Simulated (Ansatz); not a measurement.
**GaH₂Br + CH₄: a complex and its separated parts**

Aim: how far the complex at one end of a reaction step lies below its separated, relaxed parts, level by level.

Computed with Ansatz 0.2.0, Gaussian basis. Level: PBE0-D4/def2-TZVP structures, single points in def2-TZVPP, no counterpoise correction.

Levels: SPW92, PBE-D4, BLYP-D4, r2SCAN-D4, B97M-V, PBE0-D4, B3LYP-D4, r2SCAN0-D4, BHLYP-D4, CAM-B3LYP-D4, wB97X-V, wB97M-V, B2PLYP, PBE-QIDH, RPA on PBE, Hartree-Fock, MP2, CCSD, CCSD(T).

Cores are frozen in the correlated methods. Filled d shells of the heavier atoms are correlated. B3LYP uses VWN-RPA correlation. B2PLYP carries no dispersion term here.

94 further runs of the same task are left out: 94 set aside as unsound or not needed.

**1. The starting structure**

The complex: 9 atoms, charge 0, spin multiplicity 1.

Atoms are counted from 1 here; the program's logs count them from 0.

Bond lengths: Ga1–Br2 2.304 Å, Ga1–H3 1.556 Å, Ga1–H4 1.556 Å, H5–C6 1.093 Å, C6–H7 1.089 Å, C6–H8 1.089 Å, C6–H9 1.092 Å. Angles: Br2–Ga1–H3 115.2°, Br2–Ga1–H4 115.2°, H3–Ga1–H4 129.4°, H5–C6–H7 108.6°, H5–C6–H8 108.4°, H5–C6–H9 112.2°, H7–C6–H8 110.4°, H7–C6–H9 108.7°, H8–C6–H9 108.6°.

As a file:

```
atom    x (Å)    y (Å)    z (Å)
 Ga1  -0.7044  -0.6067  -1.4262
 Br2   0.6794   0.5621  -2.8497
  H3  -0.2217  -2.0407  -1.0620
  H4  -2.0385   0.1078  -1.0630
  H5   0.8250   0.6769   0.2877
  C6   0.4542   0.3938   1.2767
  H7   0.0884   1.2881   1.7787
  H8   1.2761  -0.0475   1.8386
  H9  -0.3585  -0.3337   1.2192
```

Its parts: GaH₂Br holds atoms 1, 2, 3, 4; CH₄ holds atoms 5, 6, 7, 8, 9. Each part counts its atoms afresh in its own runs.

**2. Relaxing GaH₂Br alone**

Input file relax-a/in.yaml:

```yaml
crystal:
  periodic: [false, false, false]
  atoms:
    - {symbol: Ga, position_ang: [-0.704409, -0.606670, -1.426151]}
    - {symbol: Br, position_ang: [0.679402, 0.562054, -2.849725]}
    - {symbol: H, position_ang: [-0.221736, -2.040748, -1.061981]}
    - {symbol: H, position_ang: [-2.038476, 0.107795, -1.063038]}
basis:
  gaussian: {orbitals: def2-TZVP}
hamiltonian: {xc: pbe0, dispersion: d4}
relax: {f_tol: 0.005, max_steps: 200}
```

The run is started by

```bash
$ ansatz run in.yaml --threads 4 --pin off --events-out ev --progress --plain --max-ram 9574MiB
```

The runs that follow: Relaxing CH₄ alone; SPW92/def2-TZVPP; PBE-D4/def2-TZVPP; BLYP-D4/def2-TZVPP; r2SCAN-D4/def2-TZVPP; B97M-V/def2-TZVPP; PBE0-D4/def2-TZVPP; B3LYP-D4/def2-TZVPP; r2SCAN0-D4/def2-TZVPP; BHLYP-D4/def2-TZVPP; CAM-B3LYP-D4/def2-TZVPP; wB97X-V/def2-TZVPP; wB97M-V/def2-TZVPP; B2PLYP/def2-TZVPP; PBE-QIDH/def2-TZVPP; RPA on PBE/def2-TZVPP; CCSD(T)/def2-TZVPP; Vibrations of GaH₂Br; Vibrations of CH₄.

What does the calculation give? Wanted: complex less parts, CCSD(T)/def2-TZVPP; with zero-point energy; largest T1 diagnostic.

The runs gave:

| quantity | value |
| --- | --- |
| complex less parts, CCSD(T)/def2-TZVPP | -0.100 eV |
| with zero-point energy | -0.064 eV |
| largest T1 diagnostic | 0.011 |

At CCSD(T) the complex lies 0.100 eV below its parts. Among the functionals wB97M-V lands nearest to CCSD(T) (0.000 eV) and SPW92 farthest (-0.102 eV). By rung, the mean size of the error is: LDA 0.102, GGA 0.015, meta-GGA 0.006, hybrid 0.007, range-separated hybrid 0.006, double hybrid 0.042 eV. PBE-D4 gives a relative energy 0.013 eV too low, an error of 13 % of the reference. The complex's frequency run has imaginary modes: the structure is no minimum, so both the energy and the zero-point correction are in doubt. No counterpoise was applied, and triple zeta lacks some correlation, so the CCSD(T) reference has a basis error of its own, and close matches with it are partly luck.
